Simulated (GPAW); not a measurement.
# GaF in GPAW: convergence with k mesh

GaF:

```
Ga F
1.0
     3.16592    0.00000    0.00000
     0.00000    3.16592    0.00000
     0.00000    0.00000    3.16592
Ga F
1 1
Direct
  0.00000 0.00000 0.00000
  0.50000 0.50000 0.50000
```

The cell was built by a generator and needn't be a form met in nature.

- Program: GPAW 26.7.0
- Task: convergence study
- Functional: PBE
- Potentials or basis: GPAW PAW data sets (gpaw-data 1.2.1)
- Cutoff: 800 eV
- Basis: pw
- k mesh: 2 × 2 × 2
- Occupations: fermi-dirac, width 0.05 eV
- Spin: no spin polarisation

These are the settings of the first run; the series varies k mesh, with any setting tied to it.

Hardware: 1 thread of Arm Neoverse V1, on a shared host.

```csv
k mesh,"energy less the tightest run, at zero smearing (meV/atom)",pressure (GPa),gap on the mesh (eV),SCF cycles,CPU time (s),peak memory (GiB)
2 × 2 × 2,346.86,6.15,0.324,10,3.9,0.13
3 × 3 × 3,-23.14,-2.52,3.702,10,3.9,0.13
4 × 4 × 4,14.79,-1.13,0.337,10,6.2,0.13
5 × 5 × 5,-4.52,-1.96,2.343,10,6.1,0.13
6 × 6 × 6,2.69,-1.60,0.340,10,10,0.14
8 × 8 × 8,0.73,-1.70,0.340,10,16,0.15
9 × 9 × 9,-0.16,-1.77,1.243,10,16,0.15
11 × 11 × 11,0.00,-1.75,0.998,10,24,0.17
```

Against the tightest run, the energy stays within 1 meV/atom from 8 × 8 × 8 on; the pressure stays within 0.1 GPa from 8 × 8 × 8 on. Not settled before the last step: the gap on the mesh (to 0.01 eV). Meshes of other sizes hit other points, so gaps and Fermi surfaces needn't settle smoothly. The tightest run that finished is the yardstick and may itself not be fully converged.

Caveat, for the tightest run too: an odd mesh through Γ misses points on the zone boundary, where band edges often lie.
